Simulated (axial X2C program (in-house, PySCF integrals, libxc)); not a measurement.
# A two-component session on TaO⁺: properties at the nuclei

Wanted for TaO⁺: properties at the nuclei, at the two-component level.

Computed with an in-house X2C program for linear molecules on PySCF integrals. Level: two-component X2C with atomic mean-field terms, Ta dyall-acv3z, O dyall-av3z.

All values are calculated.

### Step 1. Input

task.json

```json
{"zs": [73, 8], "q": 1, "bas": ["dyall-acv3z", "dyall-av3z"], "r0": 1.83, "levels": ["PBE0", "HF", "B3LYP"], "nst": 1, "ff": 1, "thr": -3.5, "nmax": 130, "opt": {"ecut": 60}}
```

Keys: zs atomic numbers; q charge; bas basis sets; r0 starting distance in Å; levels methods (HF also brings MP2); nst determinants followed; ff finite-field run; thr threshold in hartree for freezing inner shells (an s shell follows its p shell); nmax most natural virtual spinors; ecut virtual cutoff in hartree.

Started as:

```sh
> python soeom.py task.json out
```

Further steps of the session: Expectation values, lowest determinant; Finite-field coupled cluster.

Before running it: what results should come out? Wanted: lowest determinant; Eeff magnitude; Ws magnitude Ta; A∥/gI Ta; qzz Ta (for each run or level that gives them).

As calculated:

```
                       quantity                                            value
             lowest determinant  Ω = 1 (excess of +ω over −ω: ω = -1/2, ω = 3/2)
   Eeff magnitude (GV/cm), PBE0                                             20.6
    Ws magnitude Ta (kHz), PBE0                                             18.5
           A∥/gI Ta (MHz), PBE0                                            -7080
            qzz Ta (a.u.), PBE0                                            -3.81
Eeff magnitude (GV/cm), CCSD(T)                                             22.7
 Ws magnitude Ta (kHz), CCSD(T)                                             20.5
        A∥/gI Ta (MHz), CCSD(T)                                            -6910
         qzz Ta (a.u.), CCSD(T)                                            -4.01
```

**Reading.** In the first state, the effective field runs from 20.6 to 28.1 GV/cm over the mean-field levels. The expectation values come from single determinants, which for open shells can mix terms of unlike spin or miss the lowest Ω, so a determinant need not be a state. Eeff is the effective electric field on the electron dipole moment in this Ω state and Ws the scalar–pseudoscalar constant (defined with the proton number Z and per Ω); A∥ is the parallel hyperfine constant, which follows by multiplying with the nuclear g factor gI = μI/(I μN); qzz is the electric field gradient, eQq0 = 234.96 MHz × Q/barn × qzz. The operators were transformed with the bare-nucleus X2C matrices. Correlation of the inner shells is missing, which matters for properties at the nucleus.
